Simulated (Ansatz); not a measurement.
The system is CsLiCr2Te2S3.

```
CELL_PARAMETERS angstrom
3.67471 -0.00018 -0.00146
0.00068 6.25849 0.00267
0.09970 0.01509 18.87835
ATOMIC_POSITIONS crystal
Cs 0.00702 0.99658 0.60964
Cs 0.50622 0.49563 0.63737
Li 0.49757 0.83290 0.98554
Li 0.99760 0.33501 0.98513
Cr 0.99390 0.00068 0.13453
Cr 0.49393 0.50024 0.13461
Cr 0.00147 0.66940 0.83098
Cr 0.50140 0.16737 0.83340
Te 0.01027 0.59621 0.46271
Te 0.51068 0.22697 0.45459
Te 0.49158 0.83669 0.22777
Te 0.99165 0.33648 0.22784
S 0.99971 0.99979 0.90043
S 0.49974 0.50461 0.89926
S 0.99553 0.66614 0.07188
S 0.49551 0.16656 0.07160
S 0.50316 0.84068 0.76492
S 0.00305 0.32804 0.76778
```

The cell was built by a generator and needn't be a form met in nature.

Base run:

```yaml
Program: Ansatz 0.2.0
Functional: RPBE
Potentials_or_basis: Ansatz PAW
Cutoff: "420 eV (not typed: the program's choice for these potentials)"
k_mesh: 7 × 5 × 2
Occupations: fermi-dirac, width 0.05 eV
Spin: collinear spin, ferromagnetic start
Starting_moments: "[0.0, 0.0, 0.0, 0.0, 3.0, 3.0, 3.0, 3.0, 0.0, 0.0, 0.0, 0.0, 0.0, 0.0, 0.0, 0.0, 0.0, 0.0] μB"
```

Its results: band gap on the k mesh none (metal or under the smearing width); pressure 2.1 GPa; net moment 11.49 μB per cell; site moments Cs +0.00, -0.00; Li -0.01; Cr +2.67, +2.80, +2.76; Te -0.00, -0.15; S -0.06, -0.07 μB; largest force 0.157 eV/Å.

Q: The run is repeated on the same cell with these changes: functional from RPBE to PBEsol. What comes out?

A: Band gap on the k mesh none (metal or under the smearing width); pressure -2.8 GPa; net moment 11.43 μB per cell; site moments Cs +0.00, -0.00; Li -0.01; Cr +2.63, +2.78, +2.74; Te -0.00, -0.14; S -0.06, -0.07 μB; largest force 0.335 eV/Å.

PBEsol binds more tightly than RPBE, so the same cell stands under less pressure.

Caveats: spin-orbit coupling is left out, which moves the levels of the heavy elements; only a ferromagnetic start was run, and an antiferromagnetic order may lie lower in energy; the PAW data sets come from PBE, with cores solved anew for the run's functional, which leaves a small shift of forces and pressure.
